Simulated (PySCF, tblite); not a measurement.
# C₃H₁₂BrPSi₃: geometry, infrared bands and NMR shifts

Aim: predict the infrared bands and NMR shifts of C₃H₁₂BrPSi₃ (`[SiH3]P([SiH3])[Si@H](Br)C1CC1`).

Programs: tblite 0.8.0 and PySCF 2.14.0, with density-fitted response routines of our own. Each step states its level of theory. These are calculated values for one molecule in the gas phase, unless marked as measured. Atoms count from 0, in the outputs and in this text.

## Step 1: Starting geometry

20 atoms, charge 0, multiplicity 1; geometry from: force field or distance geometry start.

Bonds of the start (Å): Si0–P1 2.18, P1–Si2 2.21, P1–Si3 2.19, Si3–Br4 2.20, Si3–C5 1.88, C5–C6 1.51, C6–C7 1.50, C7–C5 1.51, Si0–H8 1.48, Si0–H9 1.49, Si0–H10 1.48, Si2–H11 1.48, Si2–H12 1.47, Si2–H13 1.49, Si3–H14 1.49, C5–H15 1.07, C6–H16 1.08, C6–H17 1.08, C7–H18 1.08, C7–H19 1.09.

## Step 2: Optimising the geometry with GFN2-xTB

What the job is given:

```
{"job": {"kind": "relax", "xc": "GFN2-xTB", "basis": "xTB"}, "charge": 0, "multiplicity": 1}
Si    -2.995900     1.240400    -0.386500
P     -1.521300    -0.124300    -1.241400
Si    -1.657200    -1.597100     0.394300
Si     0.239800     0.925200    -0.460500
Br     0.579300     2.760300    -1.622600
C      1.748400    -0.167600    -0.688600
C      3.042300     0.214400    -0.004400
C      2.275800    -0.986800     0.468900
H     -3.007000     2.495900    -1.168700
H     -4.345400     0.608400    -0.472300
H     -2.708100     1.546400     1.031700
H     -1.511800    -0.952300     1.717700
H     -0.605700    -2.606800     0.227700
H     -2.982000    -2.264100     0.317200
H      0.076400     1.291000     0.977600
H      1.832100    -0.582200    -1.671500
H      3.970700     0.044300    -0.534800
H      3.079500     1.066900     0.658900
H      2.678000    -1.969000     0.246800
H      1.807100    -0.932500     1.448200
```

Command:

```console
$ OMP_NUM_THREADS=1 python probes_run.py task.json out
```

The driver reads the jobs from task.json and runs them one after another.

**Question.** This job is followed by: GFN2-xTB harmonic vibrations, gas phase; GIAO PBE0/pcSseg-1 NMR shielding, non-relativistic, gas phase. What will the session give for the following? strongest single infrared mode (GFN2-xTB); zero-point energy (GFN2-xTB); 13C shifts against TMS (PBE0/pcSseg-1); 1H shifts against TMS (PBE0/pcSseg-1, means over atoms taken as alike); 29Si shifts against TMS (PBE0/pcSseg-1, means over atoms taken as alike); 31P shifts against H3PO4 (PBE0/pcSseg-1); 79Br shifts against HBr (PBE0/pcSseg-1); surface potential, 1st and 99th percentile.

The runs gave:

| quantity | value |
| --- | --- |
| strongest single infrared mode (GFN2-xTB) | 2227 cm⁻¹, 507 km/mol |
| zero-point energy (GFN2-xTB) | 82.4 kcal/mol |
| 13C shifts against TMS (PBE0/pcSseg-1) | 5.5, 5.4, 4.8 ppm |
| 1H shifts against TMS (PBE0/pcSseg-1, means over atoms taken as alike) | 5.05, 4.18, 0.85, 0.78, 0.44, 0.32, 0.29 ppm |
| 29Si shifts against TMS (PBE0/pcSseg-1, means over atoms taken as alike) | 29.8, -81.7 ppm |
| 31P shifts against H3PO4 (PBE0/pcSseg-1) | -331.3 ppm |
| 79Br shifts against HBr (PBE0/pcSseg-1) | -17 ppm |
| surface potential, 1st and 99th percentile | -0.89 V and 1.14 V |

What this shows: Over 49 steps the energy fell by 0.174 eV; of the close pairs, Si0–P1 changed most, 2.184 to 2.231 Å. All 54 modes are real, so the xTB geometry is a minimum. The strongest single mode, at 2227 cm⁻¹, moves mainly H11 and H10. GFN2-xTB is a fitted tight-binding method: band positions and strengths are rough. Its intensities can rank the bands wrongly. At PBE0/pcSseg-1: The widest tensor belongs to Br4: span 278 ppm, with a paramagnetic part of -487 ppm. At PBE0/pcSseg-1, counted by nearest atom on the grid, the HOMO lies on P1 67 %; H10, H11, H14 about 6 % each, the LUMO on Si3 23 %; Br4 14 %. Spin-orbit coupling is left out, which matters for shieldings and couplings at and beside the heavy atoms.
